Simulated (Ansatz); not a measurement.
# ZrNb3N: the cost of one run

Method: DFT PBE, scalar-relativistic, plane waves, PAW, in Ansatz 0.2.0.

2 further runs of the same task are left out: 2 set aside as unsound or not needed.

**1. The starting structure**

It takes space group P-6m2 (No. 187, hexagonal). The conventional cell has a = 3.462 Å, b = 3.462 Å, c = 7.428 Å, α = 90.00°, β = 90.00°, γ = 120.00°. Around Zr (site symmetry -6m2) lie 6 Nb at 2.30 Å. Nb (site symmetry 3m) has 2 Nb at 2.29 to 2.57 Å and 3 Zr at 2.30 Å as nearest neighbours. Around Nb (site symmetry -6m2) lie 3 N at 2.00 Å. N (site symmetry -6m2) is surrounded by 3 Nb at 2.00 Å.

Structure file:

```
Zr Nb N
1.0
     3.46207    0.00000    0.00000
    -1.73103    2.99824    0.00000
     0.00000    0.00000    7.42822
Zr Nb N
1 3 1
Cartesian
  1.7310 0.9994 3.7141
  0.0000 0.0000 4.8593
  0.0000 0.0000 2.5689
  0.0000 0.0000 0.0000
  1.7310 0.9994 0.0000
```

A structure generator made this guess: random cell by space group and Wyckoff sites (P-6m2, No. 187). The dimensions are guesses.

**2. A first look at the guess**

input.yaml

```yaml
crystal:
  lattice:
    - [3.46206612, 0.0, 0.0]
    - [-1.73103306, 2.99823721, 0.0]
    - [0.0, 0.0, 7.42821538]
  atoms:
    - { symbol: Zr, position: [0.66666667, 0.33333333, 0.5] }
    - { symbol: Nb, position: [0.0, 0.0, 0.65416734] }
    - { symbol: Nb, position: [0.0, 0.0, 0.34583266] }
    - { symbol: Nb, position: [0.0, 0.0, 0.0] }
    - { symbol: "N", position: [0.66666667, 0.33333333, 0.0] }
basis:
  ecutwfc: 420
kpoints:
  mp_grid: { grid: [6, 6, 4] }
hamiltonian:
  xc: pbe
scf:
  occupations: { method: gaussian, width: 0.1 }
  lower_state_search: "off"
output:
  forces: true
  stress: true
  eigenvalues: true
```

Launch:

```bash
$ ansatz run input.yaml --threads 1 --pin off --max-ram 2560MiB --backend cpu --events-out ev --progress --plain --runs-dir out
```

**Question.** How long does this run take on 1 thread of AMD EPYC 9R45 (Zen 5), shared host, and how much memory does it need?

About 2 s, with a peak of 0.38 GiB.
